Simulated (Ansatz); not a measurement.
## CH5FGeSi, SMILES F[CH]1[SiH2][GeH2]1: harmonic frequencies at the relaxed geometry, step by step

Computed with Ansatz's Python interface.

Interactive session:
```pycon
>>> import ansatz
>>> from ase import Atoms
>>> import numpy as np
>>> atoms = Atoms(["F", "C", "Si", "Ge", "H", "H", "H", "H", "H"], positions=[
...     (-0.1261, -0.7167, -1.871),
...     (-0.3984, 0.2025, -0.8393),
...     (1.1001, 0.6054, 0.0618),
...     (-0.6163, -0.7013, 0.8304),
...     (-1.0769, 1.047, -1.0608),
...     (1.1578, 1.9375, 0.7259),
...     (2.3305, -0.2231, -0.2429),
...     (-0.5232, -2.2296, 0.6519),
...     (-1.7588, 0.0321, 1.7269),
... ])
>>> molecule = ansatz.Crystal.molecule_from_ase(atoms)
>>> setup = (
...     molecule.calculation()
...     .basis(gaussian="def2-SVP")
...     .functional("pbe0")
... )
>>> symbols = [site.symbol for site in molecule.cartesian_sites]
>>> start = np.array([site.position_ang for site in molecule.cartesian_sites], dtype=float)
>>> r = setup.relax(force_tolerance=0.003, max_steps=100).run(threads=1).report
>>> end = np.array(r["positions_ang"])
>>> print("final positions (A) and the move of each atom")
final positions (A) and the move of each atom
>>> for symbol, xyz, old in zip(symbols, end, start):
...     print(f"{symbol:2s} {xyz[0]:10.5f} {xyz[1]:10.5f} {xyz[2]:10.5f}   {np.linalg.norm(xyz - old):7.4f}")
...
F    -0.27218   -0.50801   -2.08226    0.3309
C    -0.38531    0.18671   -0.91352    0.0770
Si    1.12053    0.59273    0.18655    0.1270
Ge   -0.69345   -0.69893    0.86246    0.0836
H    -1.07885    1.03885   -1.01929    0.0423
H     1.43229    2.01445    0.51003    0.3576
H     2.32535   -0.22950   -0.10837    0.1348
H    -0.42927   -2.20534    0.90878    0.2746
H    -1.93043   -0.23717    1.63851    0.3313
>>> # same settings at the minimum
>>> minimum = ansatz.Crystal.molecule()
>>> for symbol, place in zip(symbols, end):
...     minimum = minimum.atom(symbol, place.tolist())
...
>>> vibrating = (
...     minimum.calculation()
...     .basis(gaussian="def2-SVP")
...     .functional("pbe0")
...     .phonons(temperatures=(298.15, 498.15, 100))
... )
>>> vib = vibrating.run(threads=1).report["vibrations"]
>>> sums = vib["harmonic_sums"]
>>> modes = [m["omega_inv_cm"] for m in sums["modes_at_gamma"] if m["rigid_motion"] == "no"]
>>> print("frequencies (1/cm):", " ".join(f"{w:.0f}" for w in modes))
frequencies (1/cm): 179 219 318 362 401 470 531 585 626 666 727 831 898 926 1144 1317 2169 2196 2234 2269 3092
>>> print("imaginary modes:", sum(w < 0 for w in modes), " zero-point energy:", round(sums["zero_point_energy_ev"], 4), "eV")
imaginary modes: 0  zero-point energy: 1.3737 eV
>>> print("T (K)   F_vib (eV)   S_vib (meV/K)   C_vib (meV/K)")
T (K)   F_vib (eV)   S_vib (meV/K)   C_vib (meV/K)
>>> for row in zip(sums["temperatures_k"], sums["vibrational_free_energy_ev"], vib["entropy_ev_per_k"], vib["heat_capacity_ev_per_k"]):
...     print(f"{row[0]:6.1f} {row[1]:11.4f} {1000 * row[2]:13.4f} {1000 * row[3]:15.4f}")
...
 298.1      1.3226        0.4799          0.7167
 398.1      1.2627        0.7153          0.9100
 498.1      1.1801        0.9353          1.0527
>>> # all hydrogen replaced by deuterium
>>> heavier = vibrating.phonons(masses={"H": 2.014102}).run(threads=1).report["vibrations"]["harmonic_sums"]
>>> print("deuterated (1/cm):", " ".join(f"{m['omega_inv_cm']:.0f}" for m in heavier["modes_at_gamma"] if m["rigid_motion"] == "no"))
deuterated (1/cm): 152 196 241 316 328 354 425 471 504 550 589 624 671 722 960 1186 1541 1567 1599 1642 2273
>>> print("zero-point energy falls by", round(sums["zero_point_energy_ev"] - heavier["zero_point_energy_ev"], 4), "eV")
zero-point energy falls by 0.3253 eV
```

The frequencies are harmonic and unscaled, in a modest basis. Finished in 7.1 min on 1 thread of Arm Neoverse V1, on a shared host, peak memory 0.32 GiB.
